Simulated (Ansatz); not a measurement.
# CCl3NOSi: a ladder of functionals and wavefunction methods

One table from this session's results is given with a row withheld; the runs are named, their logs left out.

Method: functionals in def2-TZVPP, the program's frozen cores in correlated methods; program: Ansatz 0.2.0, Gaussian basis.

The runs, in order: LDA (SPW92), PBE-D4, revPBE-D4, BLYP-D4, r2SCAN-D4, B97M-V, PBE0-D4, B3LYP-D4, r2SCANh-D4, r2SCAN0-D4, HSE06-D4, BHLYP-D4, CAM-B3LYP-D4, LC-ωPBE, ωB97X-V, ωB97M-V, B2PLYP, PBE-QIDH; CCSD(T)/def2-SVP; CCSD(T)/def2-TZVPP; MP2/def2-QZVPP; extrapolation to the limit; RPA on PBE.

## The geometry

The geometry comes from an earlier relaxation with PBE0-D4 in a triple-zeta def2 set; it is a stationary point, not always the lowest conformer.

7 atoms, charge 0, spin multiplicity 1.

Atoms are counted from 1 here; the program's logs count them from 0.

Bond lengths: O1–C2 1.159 Å, C2–N3 1.198 Å, N3–Si4 1.679 Å, Si4–Cl5 2.022 Å, Si4–Cl6 2.024 Å, Si4–Cl7 2.020 Å. Angles: O1–C2–N3 177.8°, C2–N3–Si4 158.6°, N3–Si4–Cl5 109.4°, N3–Si4–Cl6 110.2°, N3–Si4–Cl7 108.8°, Cl5–Si4–Cl6 109.4°, Cl5–Si4–Cl7 109.5°, Cl6–Si4–Cl7 109.6°.

As a file:

```mol
CCl3NOSi
  3D, bonds by distance, orders not assigned

  7  6  0  0  0  0  0  0  0  0999 V2000
    0.5530    2.4502    1.7132 O   0  0
    0.2434    1.5921    0.9990 C   0  0
   -0.1091    0.7335    0.2423 N   0  0
   -0.1421   -0.7629   -0.5181 Si  0  0
   -1.6214   -1.8870    0.2784 Cl  0  0
    1.6299   -1.7102   -0.2730 Cl  0  0
   -0.4926   -0.4838   -2.4876 Cl  0  0
  1  2  8  0
  2  3  8  0
  3  4  8  0
  4  5  8  0
  4  6  8  0
  4  7  8  0
M  END
```

The first run:

in.yaml reads:

```yaml
crystal:
  periodic: [false, false, false]
  atoms:
    - {symbol: O, position_ang: [0.553017, 2.450202, 1.713212]}
    - {symbol: C, position_ang: [0.243420, 1.592095, 0.999029]}
    - {symbol: N, position_ang: [-0.109124, 0.733532, 0.242330]}
    - {symbol: Si, position_ang: [-0.142061, -0.762896, -0.518104]}
    - {symbol: Cl, position_ang: [-1.621421, -1.887000, 0.278420]}
    - {symbol: Cl, position_ang: [1.629929, -1.710156, -0.272991]}
    - {symbol: Cl, position_ang: [-0.492562, -0.483778, -2.487594]}
basis:
  gaussian: {orbitals: def2-TZVPP}
hamiltonian: {xc: lda}
output: {orbitals: {seedname: orbitals}}
```

On the command line:

```sh
$ ansatz run in.yaml --threads 4 --pin off --events-out ev --progress --plain --max-ram 10444MiB
```

Steps of the session up to this table: LDA; PBE-D4 (GGA); revPBE-D4 (GGA); BLYP-D4 (GGA); r2SCAN-D4 (meta-GGA); B97M-V (meta-GGA); B3LYP-D4 (hybrid); r2SCANh-D4 (hybrid); r2SCAN0-D4 (hybrid); HSE06-D4 (hybrid); BHLYP-D4 (hybrid); CAM-B3LYP-D4 (range-separated); LC-ωPBE (range-separated); ωB97X-V (range-separated); ωB97M-V (range-separated); B2PLYP (double hybrid); PBE-QIDH (double hybrid).

One table of the session follows, with a row left open; its other results are not shown here.

It belongs to the step «Orbital energies across the functionals». 

```
  functional  HOMO (eV)  gap (eV)
 LDA (SPW92)      -8.11      6.44
      PBE-D4      -7.91      6.53
   revPBE-D4      -7.84      6.58
     BLYP-D4      -7.75      6.51
   r2SCAN-D4      -8.27      7.22
      B97M-V      -8.30      7.40
     PBE0-D4      -9.34      8.98
    B3LYP-D4      -9.06      8.46
  r2SCANh-D4      -8.79      8.10
  r2SCAN0-D4      -9.59      9.42
    HSE06-D4      -8.94      8.19
    BHLYP-D4     -10.64     11.43
CAM-B3LYP-D4     -10.69     11.49
     LC-ωPBE     -12.08     14.08
     ωB97X-V     -11.69     13.64
     ωB97M-V          ?         ?
```

Estimate the missing values for ωB97M-V.

The run gave: HOMO (eV): -11.55; gap (eV): 13.34. In the column «HOMO (eV)» it lies between ωB97X-V (-11.69) and CAM-B3LYP-D4 (-10.69).
